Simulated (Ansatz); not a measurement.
# ClF4H3NTa: the cost of one run

Method: RKS PBE/def2-SVP, in Ansatz 0.2.0.

1 further run of the same task is left out (it didn't finish).

## 1. The structure to begin with

Bond lengths: Ta1–Cl2 2.820 Å, Ta1–F3 1.930 Å, Ta1–F4 1.930 Å, Ta1–F5 1.930 Å, Ta1–F6 1.930 Å, Ta1–N7 2.460 Å, N7–H8 1.060 Å, N7–H9 1.060 Å. Angles (14 of 18 angles, heavy atoms first): Cl2–Ta1–F3 90.0°, Cl2–Ta1–F4 90.0°, Cl2–Ta1–F5 120.0°, Cl2–Ta1–F6 120.0°, Cl2–Ta1–N7 71.6°, F3–Ta1–F4 180.0°, F3–Ta1–F5 90.0°, F3–Ta1–F6 90.0°, F3–Ta1–N7 59.6°, F4–Ta1–F5 90.0°, F4–Ta1–F6 90.0°, F4–Ta1–N7 120.4°, F5–Ta1–F6 120.0°, F5–Ta1–N7 148.6°.

As a file:

```xyz
10

Ta    0.0000    0.0000    0.0000
Cl    2.8200    0.0000    0.0000
F     0.0000    0.0000    1.9300
F     0.0000    0.0000   -1.9300
F    -0.9650    1.6714    0.0000
F    -0.9650   -1.6714    0.0000
N     0.7757   -1.9759    1.2433
H     0.2944   -2.9105    1.1069
H     1.5912   -1.8927    1.9153
H     2.0207   -1.3500    0.8494
```

## 2. A restrained relaxation towards end A

Springs on the bonds that form and break draw the guess towards this end; the thresholds are loose.

File input.yaml:

```yaml
crystal:
  periodic: [false, false, false]
  atoms:
    - { symbol: Ta, position_ang: [0.0, 0.0, 0.0] }
    - { symbol: Cl, position_ang: [2.82, 0.0, 0.0] }
    - { symbol: F, position_ang: [0.0, 0.0, 1.93] }
    - { symbol: F, position_ang: [0.0, 0.0, -1.93] }
    - { symbol: F, position_ang: [-0.965, 1.6714, 0.0] }
    - { symbol: F, position_ang: [-0.965, -1.6714, 0.0] }
    - { symbol: "N", position_ang: [0.7757, -1.9759, 1.2433] }
    - { symbol: H, position_ang: [0.2944, -2.9105, 1.1069] }
    - { symbol: H, position_ang: [1.5912, -1.8927, 1.9153] }
    - { symbol: H, position_ang: [2.0207, -1.35, 0.8494] }
basis:
  gaussian: { orbitals: def2-SVP }
hamiltonian:
  xc: pbe
relax:
  f_tol: 0.15
  max_steps: 25
  restrain:
    - { distance: [0, 6], at: 3.36, k: 30.0 }
    - { distance: [9, 1], at: 2.57, k: 30.0 }
    - { distance: [0, 1], at: 2.47, k: 30.0 }
    - { distance: [9, 6], at: 1.06, k: 30.0 }
output:
  orbitals: {}
```

Run with:

```
> ansatz run input.yaml --threads 4 --pin off --max-ram 5120MiB --backend cpu --events-out ev --progress --plain --runs-dir out
```

**Question.** How long does this run take on 4 threads of Arm Neoverse V1, shared host, and how much memory does it need?

About 36 s, with a peak of 0.21 GiB.
